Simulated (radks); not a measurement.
# Ar¹⁷⁺ in 1s1: an all-electron calculation

What are the levels of the argon ion Ar17+, how large are its shells, and how does its energy divide?

Program: radks (a radial shooting solver on a logarithmic mesh, Libxc functionals) version 1. Level of theory: non-relativistic Kohn-Sham, SCAN, spin-unpolarised, spherical densities, point nucleus. These are calculated values, not measurements, unless marked.

## (1) What is computed

```
element       : argon (Z = 18)
charge        : +17
electrons     : 1
configuration : 1s1
```

Outer shells as boxes (Hund's rule):

Ar¹⁷⁺
```
1s [↑ ]
```

## (2) Self-consistent calculation

Input:

```text
Z 18
configuration 1s1 2s0 2p0
relativity non-relativistic
functional scan,scan
spin unpolarised
nucleus point
```

Run with:

```sh
python run_ks.py task.json out
```

This one command runs every case of the session in turn.

**Question.** What will this run give?

As calculated:

| quantity | value |
| --- | --- |
| total energy | -160.84471 hartree |
| exchange-correlation share of it | 2.77 % |
| −T/E | 0.9999 |
| highest occupied level | 1s, -4265.5 eV |
| most extended occupied level | 1s, <r> = 0.0837 bohr |
| radius at density 0.001 e/bohr³ | 0.403 bohr |
| maxima of the radial density | 1 |
| ionisation energy, NIST | 4426.2 (theory) eV |

What this shows: The radial density shows 1 maxima for 1 occupied principal shells. The ratio −T/E is 0.9999; for a non-relativistic Coulomb system it is 1 up to the kinetic part of correlation. The top level binds by 4265.5 eV, 96 % of the NIST ionisation energy of 4426.2 eV. Spin polarisation and multiplet splitting are left out.
